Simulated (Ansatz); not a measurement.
Runs of Ansatz 0.2.0 on ZnGaP. The structure is hexagonal, space group P-6m2 (No. 187). Conventional cell: a = 4.016 Å, b = 4.016 Å, c = 4.404 Å, α = 90.00°, β = 90.00°, γ = 120.00°. Around Zn (site symmetry -6m2) lie 3 P at 2.32 Å. Ga (site symmetry -6m2) has 6 Zn at 3.20 Å and 6 P at 3.20 Å as nearest neighbours. Around P (site symmetry -6m2) lie 3 Zn at 2.32 Å. The cell was built by a generator and needn't be a form met in nature.

| screening (1/Å) | gap on the mesh (eV) | pressure (GPa) |
| --- | --- | --- |
| 0.3 | - | 1.1 |
| 0.2 | - | 1.1 |
| 0.1 | 0.41 | (a) |
| 0.15 | 0.28 | 1.2 |

Alike in all rows: task single point; level HSE06 form with a typed share of exact exchange; potentials or basis Ansatz PAW; no spin polarisation; cell as given; k mesh 4 × 4 × 3; cutoff (eV) 420; smearing fermi-dirac 0.05 eV; the mesh is coarse, so values aren't converged.

Fill in the values left out.

(a) 1.3.

Caveats: all runs use coarse meshes; the PAW data sets come from PBE, with cores solved anew for the run's functional, which leaves a small shift of forces and pressure; the thresholds are loose for stress; odd divisions of the mesh miss points on the zone boundary, where band edges often lie, so the gap on the mesh can be too wide (some runs).

A k mesh can miss the band edges, and the runs leave out spin-orbit coupling on Ga.
